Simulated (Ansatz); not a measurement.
# TePdO: the cost of one run

The runs shown are made with Ansatz 0.2.0. PAW datasets, plane waves. Computed, not measured; no magnetism was allowed, and the structure may never have been made.

## 1. The structure to begin with

The cell was relaxed beforehand with r2SCAN.

In-plane lattice: a = 3.583 Å, b = 3.583 Å, γ = 120.0°; thickness between the outer nuclei 2.30 Å. Pd has 3 O at 2.23 Å and 3 Te at 2.53 Å; O has 3 Pd at 2.23 Å; Te has 3 Pd at 2.53 Å.

Structure file:

```
Pd O Te
1.0
     3.58300    0.00000    0.00000
    -1.79150    3.10297    0.00000
     0.00000    0.00000   29.60273
Pd O Te
1 1 1
Direct
  0.00000 0.00000 0.31095
  0.33333 0.66667 0.33939
  0.66667 0.33333 0.26174
```
Two periodic directions, a and b.

## 2. Band structure with PBE

Input file input.yaml:

```yaml
crystal:
  lattice:
    - [3.5829981333, 0.0, 0.0]
    - [-1.7914990667, 3.1029674052, 0.0]
    - [0.0, 0.0, 29.6027251312]
  atoms:
    - { symbol: Pd, position: [0.0, 0.0, 0.310947604] }
    - { symbol: O, position: [0.3333333333, 0.6666666667, 0.339390284] }
    - { symbol: Te, position: [0.6666666667, 0.3333333333, 0.2617403034] }
  periodic: [true, true, false]
kpoints:
  mp_grid: { grid: [12, 12, 1] }
  band_path:
    path:
      - [0, 0, 0]
      - [0.5, 0, 0]
      - [0.3333333333333, 0.3333333333333, 0]
      - [0, 0, 0]
    npoints: 10
hamiltonian:
  xc: pbe
scf:
  occupations: { method: fermi_dirac, width: 0.02 }
  n_extra_bands: 4
output:
  forces: true
  stress: true
  eigenvalues: true
```

On the command line:

```sh
$ ansatz run input.yaml --threads 4 --pin off --max-ram 5529MiB --backend cpu --events-out ev --progress --plain --runs-dir out
```

**Question.** How long does this run take on 4 threads of Arm Neoverse N1, shared host, and how much memory does it need?

About 14 s, with a peak of 0.63 GiB.
